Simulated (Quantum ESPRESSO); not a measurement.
Input of a Quantum ESPRESSO 7.5 run:

File pw.in:

```
&CONTROL
  calculation = 'scf'
  prefix = 'pwscf'
  outdir = './tmp'
  pseudo_dir = './pseudo'
  tprnfor = .true.
  disk_io = 'low'
  tefield = .true.
  dipfield = .true.
/
&SYSTEM
  ibrav = 0
  celldm(1) = 8
  nat = 2
  ntyp = 2
  ecutwfc = 75
  nbnd = 24
  input_dft = 'pbesol'
  occupations = 'smearing'
  smearing = 'fd'
  degauss = 0.00367493
  edir = 3
  emaxpos = 0.772
  eopreg = 0.0388
  eamp = 0
/
&ELECTRONS
  conv_thr = 2d-09
  electron_maxstep = 150
  mixing_beta = 0.3
  mixing_mode = 'local-TF'
/
ATOMIC_SPECIES
Ta   180.9479 Ta_ONCV_PBE-1.2.upf
As    74.9216 As_ONCV_PBE-1.2.upf
CELL_PARAMETERS alat
  0.7856205661060   0.0000000000000  -0.0000000000000
  0.0000000000000   0.7856205661060   0.0000000000000
 -0.0000000000000   0.0000000000000   6.0802623085554
ATOMIC_POSITIONS crystal
Ta     0.0000000000    0.0000000000    0.2717800000
As     0.5000000000    0.5000000000    0.3109600000
K_POINTS automatic
8 8 1 0 0 0
```

pp_density.in

```
&INPUTPP
  prefix = 'pwscf'
  outdir = './tmp'
  filplot = 'density.dat'
  plot_num = 0
/
&PLOT
  nfile = 1
  filepp(1) = 'density.dat'
  iflag = 3
  output_format = 6
  fileout = 'density.cube'
/
```

Contents of pp_potential.in:

```
&INPUTPP
  prefix = 'pwscf'
  outdir = './tmp'
  filplot = 'potential.dat'
  plot_num = 11
/
&PLOT
  nfile = 1
  filepp(1) = 'potential.dat'
  iflag = 3
  output_format = 6
  fileout = 'potential.cube'
/
```

The input pp_elf.in:

```
&INPUTPP
  prefix = 'pwscf'
  outdir = './tmp'
  filplot = 'elf.dat'
  plot_num = 8
/
&PLOT
  nfile = 1
  filepp(1) = 'elf.dat'
  iflag = 3
  output_format = 6
  fileout = 'elf.cube'
/
```

Potentials or basis: SG15 PBE 1.2.

The run is started by

```bash
$ OMP_NUM_THREADS=1 mpirun -n 2 pw.x -nk 2 -in pw.in > pw.out
$ OMP_NUM_THREADS=1 mpirun -n 1 pp.x -in pp_density.in > pp_density.out
$ OMP_NUM_THREADS=1 mpirun -n 1 pp.x -in pp_potential.in > pp_potential.out
$ OMP_NUM_THREADS=1 mpirun -n 1 pp.x -in pp_elf.in > pp_elf.out
```

**Question.** Estimate the dipole across the slab.

**Answer.** -0.07 D.

**Question.** Estimate the work function of the upper face.

**Answer.** 4.77 eV.

**Question.** What does it give for the work function of the lower face?

**Answer.** 4.54 eV.

**Question.** Estimate the band gap on the k mesh.

**Answer.** None (metal or under the smearing width).

Forces on the atoms (eV/Å):
```
Ta   0.000  0.000  0.127
As   0.000  0.000 -0.127
```

Caveat: the potentials were made for another functional, which shifts forces and pressure. The run has no spin-orbit coupling, so splittings on Ta are missing.
